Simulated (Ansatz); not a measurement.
**C2H7ClOSi: up Jacob's ladder to CCSD(T)**

The task here is to estimate one member of a computed series from the others.

Program: Ansatz 0.2.0, Gaussian basis. Level of theory: functionals in def2-TZVPP, the program's frozen cores in correlated methods. These are calculated values, not measurements.

The runs, in order: PBE-D4, r2SCAN-D4, PBE0-D4, B3LYP-D4, ωB97X-V, ωB97M-V, B2PLYP; CCSD(T)/def2-TZVPP; MP2/def2-QZVPP; extrapolation to the limit.

### The geometry

An earlier PBE0-D4 in a triple-zeta def2 set relaxation fixed the geometry.

SMILES `[SiH3]OCCCl`, 12 atoms, charge 0, spin multiplicity 1.

Atoms are counted from 1 here; the program's logs count them from 0.

Bond lengths: Si1–O2 1.647 Å, Si1–H6 1.489 Å, Si1–H7 1.489 Å, Si1–H8 1.480 Å, O2–C3 1.409 Å, C3–C4 1.510 Å, C3–H9 1.097 Å, C3–H10 1.097 Å, C4–Cl5 1.777 Å, C4–H11 1.089 Å, C4–H12 1.089 Å. Angles: O2–Si1–H6 110.6°, O2–Si1–H7 110.6°, O2–Si1–H8 106.2°, H6–Si1–H7 108.3°, H6–Si1–H8 110.6°, H7–Si1–H8 110.6°, Si1–O2–C3 122.7°, O2–C3–C4 107.5°, O2–C3–H9 111.1°, O2–C3–H10 111.1°, C4–C3–H9 109.6°, C4–C3–H10 109.6°, H9–C3–H10 107.9°, C3–C4–Cl5 109.9°, C3–C4–H11 110.9°, C3–C4–H12 110.9°, Cl5–C4–H11 107.9°, Cl5–C4–H12 107.9° and more.

The first run:

in.yaml

```yaml
crystal:
  periodic: [false, false, false]
  atoms:
    - {symbol: Si, position_ang: [-1.137726, -0.485305, 1.708708]}
    - {symbol: O, position_ang: [-0.553429, 0.332301, 0.404349]}
    - {symbol: C, position_ang: [0.468119, -0.178572, -0.420131]}
    - {symbol: C, position_ang: [0.742999, 0.848576, -1.492941]}
    - {symbol: Cl, position_ang: [2.026509, 0.263900, -2.574138]}
    - {symbol: H, position_ang: [-0.051600, -0.743421, 2.693888]}
    - {symbol: H, position_ang: [-1.711438, -1.794641, 1.292387]}
    - {symbol: H, position_ang: [-2.184669, 0.376205, 2.301692]}
    - {symbol: H, position_ang: [0.163884, -1.124563, -0.884907]}
    - {symbol: H, position_ang: [1.383610, -0.364948, 0.154886]}
    - {symbol: H, position_ang: [-0.146288, 1.027560, -2.095383]}
    - {symbol: H, position_ang: [1.076928, 1.787707, -1.054409]}
basis:
  gaussian: {orbitals: def2-TZVPP}
hamiltonian: {xc: pbe, dispersion: d4}
output: {forces: true, orbitals: {seedname: orbitals}}
```

Started as:

```console
$ ansatz run in.yaml --threads 4 --pin off --events-out ev --progress --plain --max-ram 10444MiB
```

Among the steps run: PBE-D4 (GGA); r2SCAN-D4 (meta-GGA); PBE0-D4 (hybrid); B3LYP-D4 (hybrid); ωB97X-V (range-separated); ωB97M-V (range-separated); B2PLYP (double hybrid); CCSD(T) in def2-TZVPP; MP2 in def2-QZVPP.

One of the session's tables, all rows but one given; the rest of the session is left out.

| method | atomisation energy (kJ/mol) |
| --- | --- |
| PBE-D4 | 4313.6 |
| r2SCAN-D4 | 4269.0 |
| PBE0-D4 | 4256.4 |
| B3LYP-D4 | 4254.6 |
| ωB97X-V | 4282.2 |
| ωB97M-V | 4278.1 |
| B2PLYP | 4214.1 |
| HF/def2-TZVPP | ? |
| MP2/def2-TZVPP | 4217.5 |
| CCSD/def2-TZVPP | 4106.3 |
| CCSD(T)/def2-TZVPP | 4162.4 |
| MP2/CBS | 4327.8 |
| CCSD(T)/CBS | 4272.6 |

Q: Estimate the row for HF/def2-TZVPP from the others.

As computed: atomisation energy (kJ/mol): 3149.9. In the column «atomisation energy (kJ/mol)» it is the lowest.

To keep in mind: Free atoms (1 Si, 1 O, 2 C, 1 Cl, 7 H) were run apart at each level; the atomisation energy is their sum less the molecule, without zero-point or spin-orbit terms.
